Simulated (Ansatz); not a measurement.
# C2H5GaSSi: one species, many methods

The task here is to estimate one member of a computed series from the others.

The runs use Ansatz 0.2.0, Gaussian basis; functionals in def2-TZVPP, the program's frozen cores in correlated methods.

Plan: LDA (SPW92), PBE-D4, revPBE-D4, BLYP-D4, r2SCAN-D4, B97M-V, PBE0-D4, B3LYP-D4, r2SCANh-D4, r2SCAN0-D4, HSE06-D4, BHLYP-D4, CAM-B3LYP-D4, LC-ωPBE, ωB97X-V, ωB97M-V, B2PLYP, PBE-QIDH; CCSD(T)/def2-SVP; CCSD(T)/def2-TZVPP; MP2/def2-QZVPP; extrapolation to the limit; RPA on PBE.

### Structure used throughout

All runs share one geometry, relaxed beforehand with PBE0-D4 in a triple-zeta def2 set.

SMILES `[SiH3][C]1=C[S][GaH]1`, 10 atoms, charge 0, spin multiplicity 1.

Atoms are counted from 1 here; the program's logs count them from 0.

Bond lengths: Si1–C2 1.840 Å, Si1–H6 1.489 Å, Si1–H7 1.489 Å, Si1–H8 1.490 Å, C2–C3 1.349 Å, C2–Ga5 1.958 Å, C3–S4 1.784 Å, C3–H9 1.091 Å, S4–Ga5 2.272 Å, Ga5–H10 1.554 Å. Angles: C2–Si1–H6 110.8°, C2–Si1–H7 110.8°, C2–Si1–H8 110.3°, H6–Si1–H7 107.1°, H6–Si1–H8 108.8°, H7–Si1–H8 108.8°, Si1–C2–C3 126.7°, Si1–C2–Ga5 141.4°, C3–C2–Ga5 91.9°, C2–C3–S4 117.7°, C2–C3–H9 125.5°, S4–C3–H9 116.9°, C3–S4–Ga5 71.9°, C2–Ga5–S4 78.6°, C2–Ga5–H10 148.8°, S4–Ga5–H10 132.6°.

Geometry (Å):

```mol
C2H5GaSSi
  3D, bonds by distance, orders not assigned

 10 10  0  0  0  0  0  0  0  0999 V2000
   -1.4016   -0.7536   -0.5707 Si  0  0
    0.1239    0.0709    0.0433 C   0  0
    0.7006   -0.0954    1.2509 C   0  0
    2.1851    0.8317    1.5941 S   0  0
    1.4977    1.3527   -0.5078 Ga  0  0
   -2.4448    0.2518   -0.9149 H   0  0
   -1.1194   -1.5344   -1.8070 H   0  0
   -1.9456   -1.6748    0.4662 H   0  0
    0.3354   -0.7527    2.0419 H   0  0
    2.0688    2.3038   -1.5959 H   0  0
  1  2  8  0
  2  3  8  0
  3  4  8  0
  4  5  8  0
  1  6  8  0
  1  7  8  0
  1  8  8  0
  3  9  8  0
  5 10  8  0
  2  5  8  0
M  END
```

The first run:

Contents of in.yaml:

```yaml
crystal:
  periodic: [false, false, false]
  atoms:
    - {symbol: Si, position_ang: [-1.401576, -0.753606, -0.570674]}
    - {symbol: C, position_ang: [0.123922, 0.070908, 0.043272]}
    - {symbol: C, position_ang: [0.700587, -0.095447, 1.250939]}
    - {symbol: S, position_ang: [2.185074, 0.831685, 1.594090]}
    - {symbol: Ga, position_ang: [1.497686, 1.352677, -0.507833]}
    - {symbol: H, position_ang: [-2.444818, 0.251844, -0.914938]}
    - {symbol: H, position_ang: [-1.119418, -1.534415, -1.806973]}
    - {symbol: H, position_ang: [-1.945604, -1.674813, 0.466186]}
    - {symbol: H, position_ang: [0.335389, -0.752677, 2.041854]}
    - {symbol: H, position_ang: [2.068766, 2.303834, -1.595923]}
basis:
  gaussian: {orbitals: def2-TZVPP}
hamiltonian: {xc: lda}
output: {orbitals: {seedname: orbitals}}
```

Command:

```
$ ansatz run in.yaml --threads 4 --pin off --events-out ev --progress --plain --max-ram 10444MiB
```

Steps of the session up to this table: LDA; PBE-D4 (GGA); revPBE-D4 (GGA); BLYP-D4 (GGA); r2SCAN-D4 (meta-GGA); B97M-V (meta-GGA); B3LYP-D4 (hybrid); r2SCANh-D4 (hybrid); r2SCAN0-D4 (hybrid); HSE06-D4 (hybrid); BHLYP-D4 (hybrid); CAM-B3LYP-D4 (range-separated); LC-ωPBE (range-separated); ωB97X-V (range-separated); ωB97M-V (range-separated); B2PLYP (double hybrid); PBE-QIDH (double hybrid).

One table of the session follows, with a row left open; its other results are not shown here.

It belongs to the step «Frontier levels by functional». 

```
  functional  HOMO (eV)  LUMO (eV)  gap (eV)
 LDA (SPW92)      -5.56      -3.18      2.38
      PBE-D4      -5.41      -2.91      2.50
   revPBE-D4      -5.36      -2.80      2.56
     BLYP-D4      -5.23      -2.81      2.42
   r2SCAN-D4      -5.61      -2.73      2.88
      B97M-V      -5.69      -2.83      2.86
     PBE0-D4      -6.43      -2.07      4.36
    B3LYP-D4      -6.21      -2.31      3.89
  r2SCANh-D4      -5.99      -2.42      3.57
  r2SCAN0-D4      -6.57      -1.97      4.60
    HSE06-D4      -6.04      -2.45      3.59
    BHLYP-D4      -7.30      -1.22      6.07
CAM-B3LYP-D4      -7.62      -1.11      6.52
     LC-ωPBE          ?          ?         ?
     ωB97X-V      -8.60      -0.09      8.52
     ωB97M-V      -8.48      -0.27      8.21
```

**Question.** Estimate the row for LC-ωPBE.

**Answer.** HOMO (eV): -8.94; LUMO (eV): 0.04; gap (eV): 8.98. In the column «HOMO (eV)» it is the lowest.
